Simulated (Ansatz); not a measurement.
# Cs7CrSn8I24: the cost of one run

Method: density functional theory in Ansatz 0.2.0, PAW datasets, plane waves.

## 1. The system as built

40 atoms (7 Cs, 1 Cr, 8 Sn, 24 I); a = 12.314 Å, b = 12.314 Å, c = 12.314 Å, α = 90.00°, β = 90.00°, γ = 90.00°. All atoms were shaken off their sites by about 0.02 Å along each axis. Defect site 1: (0.500, 0.500, 0.500). Starting moments add up to 1 μB.

The runs, in order: (2) PBEsol relaxation at the single k point (¼, ¼, ¼), on 1 × NVIDIA GB200 with 8 threads of Arm Neoverse-V2; (3) HSE06 single point at the single k point (¼, ¼, ¼), on 1 × NVIDIA GB200 with 8 threads of Arm Neoverse-V2.

## 2. Relaxing the atoms with PBEsol

Input file in.yaml:

```yaml
crystal:
  lattice:
    - [12.314462, 0.000000, 0.000000]
    - [0.000000, 12.314462, 0.000000]
    - [0.000000, 0.000000, 12.314462]
  atoms:
    - { symbol: Cs, position: [0.999922, 0.000352, 0.002030] }
    - { symbol: Cs, position: [0.999130, 0.999425, 0.499327] }
    - { symbol: Cs, position: [0.001359, 0.500525, 0.000853] }
    - { symbol: Cs, position: [0.999072, 0.499731, 0.498769] }
    - { symbol: Cs, position: [0.500102, 0.999340, 0.000003] }
    - { symbol: Cs, position: [0.496843, 0.000188, 0.500004] }
    - { symbol: Cs, position: [0.498085, 0.500783, 0.999778] }
    - { symbol: Cr, position: [0.496689, 0.499543, 0.497927], spin: 1 }
    - { symbol: Sn, position: [0.251518, 0.250814, 0.251732] }
    - { symbol: Sn, position: [0.251704, 0.247783, 0.750943] }
    - { symbol: Sn, position: [0.251312, 0.750147, 0.252254] }
    - { symbol: Sn, position: [0.251659, 0.751873, 0.752580] }
    - { symbol: Sn, position: [0.749968, 0.248380, 0.249827] }
    - { symbol: Sn, position: [0.749160, 0.250729, 0.748959] }
    - { symbol: Sn, position: [0.749473, 0.748572, 0.249961] }
    - { symbol: Sn, position: [0.747391, 0.748669, 0.749387] }
    - { symbol: I, position: [0.248733, 0.250337, 0.001684] }
    - { symbol: I, position: [0.250284, 0.250220, 0.500378] }
    - { symbol: I, position: [0.248255, 0.750730, 0.001181] }
    - { symbol: I, position: [0.246961, 0.747469, 0.497859] }
    - { symbol: I, position: [0.751806, 0.250679, 0.003267] }
    - { symbol: I, position: [0.750336, 0.251806, 0.499792] }
    - { symbol: I, position: [0.753446, 0.749682, 0.003661] }
    - { symbol: I, position: [0.749579, 0.750507, 0.499996] }
    - { symbol: I, position: [0.000272, 0.248500, 0.248334] }
    - { symbol: I, position: [0.998911, 0.250259, 0.747971] }
    - { symbol: I, position: [0.998665, 0.749590, 0.252433] }
    - { symbol: I, position: [0.002345, 0.749060, 0.751551] }
    - { symbol: I, position: [0.499268, 0.250313, 0.249902] }
    - { symbol: I, position: [0.500646, 0.249830, 0.751460] }
    - { symbol: I, position: [0.500204, 0.749933, 0.248968] }
    - { symbol: I, position: [0.497834, 0.751350, 0.751235] }
    - { symbol: I, position: [0.251249, 0.998882, 0.249550] }
    - { symbol: I, position: [0.246871, 0.000348, 0.747293] }
    - { symbol: I, position: [0.249785, 0.500129, 0.251427] }
    - { symbol: I, position: [0.249019, 0.499872, 0.747472] }
    - { symbol: I, position: [0.751028, 0.000115, 0.248927] }
    - { symbol: I, position: [0.750881, 0.999634, 0.751277] }
    - { symbol: I, position: [0.752414, 0.498928, 0.250357] }
    - { symbol: I, position: [0.748077, 0.500652, 0.750155] }
  symmetry: { detect: false }
kpoints:
  mp_grid: { grid: [1, 1, 1], shift: [0.25, 0.25, 0.25] }
hamiltonian:
  xc: pbesol
magnetization:
  spin_polarized: true
scf:
  occupations: { method: fermi_dirac, width: 0.01 }
relax:
  f_tol: 0.03
  max_steps: 80
  escape_saddle: false
  adjacent_minimum: "off"
output:
  forces: true
  eigenvalues: true
  populations: true
```

On the command line:

```
$ ansatz run in.yaml --threads 8 --pin off --max-ram 118750MiB --runs-dir r --events-out ev --progress --plain --backend cuda --devices 0, --max-vram 170GiB
```

What time and memory should one allow on 1 × NVIDIA GB200 with 8 threads of Arm Neoverse-V2, shared host?

About 47 s, with a peak of 2.5 GiB on the host.
